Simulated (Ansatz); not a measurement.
# C₂H₁₀InNO₂Si: one species, many methods

The task here is to estimate one member of a computed series from the others.

Computed with Ansatz 0.2.0, Gaussian basis. Level: functionals in def2-TZVPP, the program's frozen cores in correlated methods.

Plan: LDA (SPW92), PBE-D4, revPBE-D4, BLYP-D4, r2SCAN-D4, B97M-V, PBE0-D4, B3LYP-D4, r2SCANh-D4, r2SCAN0-D4, HSE06-D4, BHLYP-D4, CAM-B3LYP-D4, LC-ωPBE, ωB97X-V, ωB97M-V, B2PLYP, PBE-QIDH; CCSD(T)/def2-SVP; CCSD(T)/def2-TZVPP; MP2/def2-QZVPP; extrapolation to the limit; RPA on PBE.

1 further run of the same task is left out (it didn't finish).

## The geometry

All runs share one geometry, relaxed beforehand with PBE0-D4 in a triple-zeta def2 set. In takes the def2 core potential; no spin-orbit term is included.

17 atoms, charge 0, spin multiplicity 1.

Atoms are counted from 1 here; the program's logs count them from 0.

Bond lengths: C1–N2 1.440 Å, C1–H8 1.101 Å, C1–H9 1.100 Å, C1–H10 1.092 Å, N2–C3 1.441 Å, N2–In4 1.987 Å, C3–H11 1.101 Å, C3–H12 1.100 Å, C3–H13 1.092 Å, In4–O5 1.970 Å, In4–O6 1.983 Å, O5–H14 0.961 Å, O6–Si7 1.623 Å, Si7–H15 1.487 Å, Si7–H16 1.494 Å, Si7–H17 1.494 Å. Angles: N2–C1–H8 112.0°, N2–C1–H9 111.0°, N2–C1–H10 111.5°, H8–C1–H9 107.3°, H8–C1–H10 107.5°, H9–C1–H10 107.3°, C1–N2–C3 113.7°, C1–N2–In4 123.1°, C3–N2–In4 122.7°, N2–C3–H11 112.0°, N2–C3–H12 111.0°, N2–C3–H13 111.4°, H11–C3–H12 107.2°, H11–C3–H13 107.7°, H12–C3–H13 107.5°, N2–In4–O5 124.9°, N2–In4–O6 121.5°, O5–In4–O6 113.5° and more.

Set-up of the first run:

The input, in.yaml:

```yaml
crystal:
  periodic: [false, false, false]
  atoms:
    - {symbol: C, position_ang: [0.891794, -1.483637, -0.082881]}
    - {symbol: N, position_ang: [0.752212, -0.291828, -0.878718]}
    - {symbol: C, position_ang: [1.422183, -0.365229, -2.152466]}
    - {symbol: In, position_ang: [-0.460398, 1.204263, -0.389771]}
    - {symbol: O, position_ang: [-0.758277, 2.817205, -1.480418]}
    - {symbol: O, position_ang: [-1.433901, 1.226060, 1.337763]}
    - {symbol: Si, position_ang: [-1.628213, 0.257808, 2.626318]}
    - {symbol: H, position_ang: [0.477336, -2.368724, -0.589134]}
    - {symbol: H, position_ang: [1.950500, -1.694392, 0.128293]}
    - {symbol: H, position_ang: [0.382003, -1.385671, 0.878265]}
    - {symbol: H, position_ang: [1.039449, -1.190649, -2.771879]}
    - {symbol: H, position_ang: [2.501488, -0.531579, -2.020336]}
    - {symbol: H, position_ang: [1.299375, 0.559435, -2.720290]}
    - {symbol: H, position_ang: [-1.355445, 3.426920, -1.039232]}
    - {symbol: H, position_ang: [-2.549370, 0.900461, 3.601534]}
    - {symbol: H, position_ang: [-2.201289, -1.066721, 2.239706]}
    - {symbol: H, position_ang: [-0.329447, -0.013702, 3.313256]}
basis:
  gaussian: {orbitals: def2-TZVPP}
hamiltonian: {xc: lda}
output: {orbitals: {seedname: orbitals}}
```

The run is started by

```console
$ ansatz run in.yaml --threads 2 --pin off --events-out ev --progress --plain --max-ram 22528MiB --backend cuda --devices 0, --max-vram 18GiB
```

Steps of the session up to this table: LDA; PBE-D4 (GGA); revPBE-D4 (GGA); BLYP-D4 (GGA); r2SCAN-D4 (meta-GGA); B97M-V (meta-GGA); PBE0-D4 (hybrid); B3LYP-D4 (hybrid); r2SCANh-D4 (hybrid); r2SCAN0-D4 (hybrid); HSE06-D4 (hybrid); BHLYP-D4 (hybrid); CAM-B3LYP-D4 (range-separated); LC-ωPBE (range-separated); ωB97X-V (range-separated); ωB97M-V (range-separated); B2PLYP (double hybrid); PBE-QIDH (double hybrid).

One of the session's tables, all rows but one given; the rest of the session is left out.

It belongs to the step «Frontier levels by functional». 

```
  functional  HOMO (eV)  LUMO (eV)  gap (eV)
 LDA (SPW92)      -5.35      -2.85      2.50
      PBE-D4          ?          ?         ?
   revPBE-D4      -5.12      -2.43      2.69
     BLYP-D4      -5.10      -2.51      2.59
   r2SCAN-D4      -5.41      -2.32      3.09
      B97M-V      -5.54      -2.54      3.00
     PBE0-D4      -6.45      -1.63      4.81
    B3LYP-D4      -6.26      -1.95      4.31
  r2SCANh-D4      -5.89      -1.99      3.90
  r2SCAN0-D4      -6.61      -1.50      5.12
    HSE06-D4      -6.04      -2.00      4.04
    BHLYP-D4      -7.68      -0.77      6.90
CAM-B3LYP-D4      -7.83      -0.68      7.15
     LC-ωPBE      -9.12       0.65      9.77
     ωB97X-V      -8.81       0.41      9.22
     ωB97M-V      -8.75       0.16      8.91
```

Q: Estimate the row for PBE-D4 from the others.

**Answer.** HOMO (eV): -5.19; LUMO (eV): -2.56; gap (eV): 2.63. In the column «HOMO (eV)» it lies between LDA (SPW92) (-5.35) and revPBE-D4 (-5.12).
